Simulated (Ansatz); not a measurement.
# CH4BFOS: the cost of one run

All numbers are computed with Ansatz 0.2.0 through its Python package. The levels of theory stand in the script.

**1. The system**

Bond lengths: F1–B2 1.465 Å, B2–O3 1.460 Å, O3–C4 1.506 Å, C4–S5 1.769 Å, B2–H6 1.194 Å, C4–H7 1.123 Å, C4–H8 1.113 Å, S5–H9 1.354 Å. Angles: F1–B2–O3 118.6°, F1–B2–H6 122.1°, O3–B2–H6 119.3°, B2–O3–C4 109.1°, O3–C4–S5 108.8°, O3–C4–H7 108.1°, O3–C4–H8 109.1°, S5–C4–H7 110.0°, S5–C4–H8 110.1°, H7–C4–H8 110.7°, C4–S5–H9 93.0°.

No structure file is read: the coordinates are typed or built in the script.

**2. The code**

File ch4bfos.py:

```python
'''CH4BFOS at several levels of theory.'''

from dataclasses import dataclass
from pathlib import Path

import ansatz as az
from ase import Atoms
import numpy as np


@dataclass(frozen=True)
class Options:
    basis_set: str = 'def2-SVP'


cfg = Options()

atoms = Atoms(['F', 'B', 'O', 'C', 'S', 'H', 'H', 'H', 'H'], positions=[
    (-2.1097, -1.2954, 0.5324),
    (-1.5885, 0.0683, 0.4113),
    (-0.5318, 0.3286, -0.5621),
    (0.807, 0.1329, 0.0987),
    (2.079, 0.4276, -1.0952),
    (-2.0144, 0.9709, 1.0669),
    (0.863, -0.9266, 0.4653),
    (0.904, 0.8485, 0.9457),
    (1.6798, -0.6011, -1.8801),
])
system = az.Crystal.molecule_from_ase(atoms)

base = system.calculation().basis(gaussian=cfg.basis_set)

print('functional    E (Ha)        dipole (D)   HOMO (eV)  LUMO (eV)')
for name in ['lda', 'blyp', 'pbe0', 'lc_wpbe', 'cam_b3lyp', 'hse06']:
    r = base.functional(name).forces().orbitals().run(runs_dir='runs').report
    lines = Path(r['orbitals_path']).read_text().splitlines()
    field_of = lambda key: [line.split('=')[1].strip() for line in lines if line.startswith(key)]
    orbitals = [(27.211386 * float(e), s, float(n)) for e, s, n in zip(field_of('Ene='), field_of('Spin='), field_of('Occup='))]
    homo = max(e for e, _, n in orbitals if n > 0.5)
    lumo = min(e for e, _, n in orbitals if n < 0.5)
    dipole = 4.803205 * np.linalg.norm(r['charge_distribution']['dipole_moment_e_ang'])
    print(f'{name:10s} {r["free_energy_ev"] / 27.211386246:14.6f} {dipole:9.3f} {homo:11.3f} {lumo:10.3f}')
```

**3. Running it**

On the command line:

```console
python ch4bfos.py
```

**Question.** How long does this script take on 1 thread of Arm Neoverse V2, shared host, and how much memory does it need?

About 18 s, with a peak of 0.27 GiB.
